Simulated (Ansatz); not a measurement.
**C2H4Se (SMILES C1C[Se]1): functionals against CCSD(T) at one geometry**

One table from this session's results is given with a row withheld; the runs are named, their logs left out.

Program: Ansatz 0.2.0, Gaussian basis. Level of theory: single points in def2-TZVPP. These are calculated values, not measurements.

Correlated methods freeze the cores. Filled d shells of the heavier atoms are correlated.

### The system as given

SMILES `C1C[Se]1`, 7 atoms, charge 0, spin multiplicity 1.

Atoms are counted from 1 here; the program's logs count them from 0.

Bond lengths: C1–C2 1.442 Å, C1–Se3 1.918 Å, C1–H4 1.115 Å, C1–H5 0.979 Å, C2–Se3 1.908 Å, C2–H6 1.175 Å, C2–H7 1.039 Å. Angles: C2–C1–Se3 67.5°, C2–C1–H4 110.0°, C2–C1–H5 119.2°, Se3–C1–H4 112.5°, Se3–C1–H5 116.0°, H4–C1–H5 120.3°, C1–C2–Se3 68.3°, C1–C2–H6 116.6°, C1–C2–H7 128.1°, Se3–C2–H6 109.5°, Se3–C2–H7 117.0°, H6–C2–H7 109.6°, C1–Se3–C2 44.3°.

Geometry (Å):

```tsv
atom	x (Å)	y (Å)	z (Å)
C1	-0.6512	-0.0536	-0.3944
C2	0.6146	0.1902	0.2513
Se3	-0.1539	-1.4655	0.8055
H4	-0.4886	-0.3252	-1.4637
H5	-1.4307	0.4778	-0.1331
H6	0.6084	0.9459	1.1511
H7	1.5656	0.1535	-0.1666
```

The first run:

File run/in.yaml:

```yaml
crystal:
  periodic: [false, false, false]
  atoms:
    - {symbol: C, position_ang: [-0.651200, -0.053600, -0.394400]}
    - {symbol: C, position_ang: [0.614600, 0.190200, 0.251300]}
    - {symbol: Se, position_ang: [-0.153900, -1.465500, 0.805500]}
    - {symbol: H, position_ang: [-0.488600, -0.325200, -1.463700]}
    - {symbol: H, position_ang: [-1.430700, 0.477800, -0.133100]}
    - {symbol: H, position_ang: [0.608400, 0.945900, 1.151100]}
    - {symbol: H, position_ang: [1.565600, 0.153500, -0.166600]}
basis:
  gaussian: {orbitals: def2-TZVPP}
correlation: {method: ccsd_t}
output: {forces: true}
```

The command line of these runs was not kept.

Steps of the session up to this table: CCSD(T)/def2-TZVPP; PBE0-D4/def2-TZVPP; wB97M-V/def2-TZVPP; r2SCAN-D4/def2-TZVPP; PBE-D4/def2-TZVPP; B97M-V/def2-TZVPP; HSE06-D4/def2-TZVPP.

One table of the session follows, with a row left open; its other results are not shown here.

| method | RMS force component (eV/Å) | angle to CCSD(T) forces (°) | dipole (D) |
| --- | --- | --- | --- |
| CCSD(T) | 2.158 | reference | 1.84 |
| PBE0-D4 | 2.142 | 5.0 | 1.88 |
| wB97M-V | 2.125 | 3.3 | 1.84 |
| r2SCAN-D4 | 2.132 | 3.3 | 1.94 |
| PBE-D4 | ? | ? | ? |
| B97M-V | 2.097 | 4.9 | 1.82 |
| HSE06-D4 | 2.143 | 4.9 | 1.88 |

**Question.** Estimate the row for PBE-D4.

As computed: RMS force component (eV/Å): 2.143; angle to CCSD(T) forces (°): 4.7; dipole (D): 1.78.
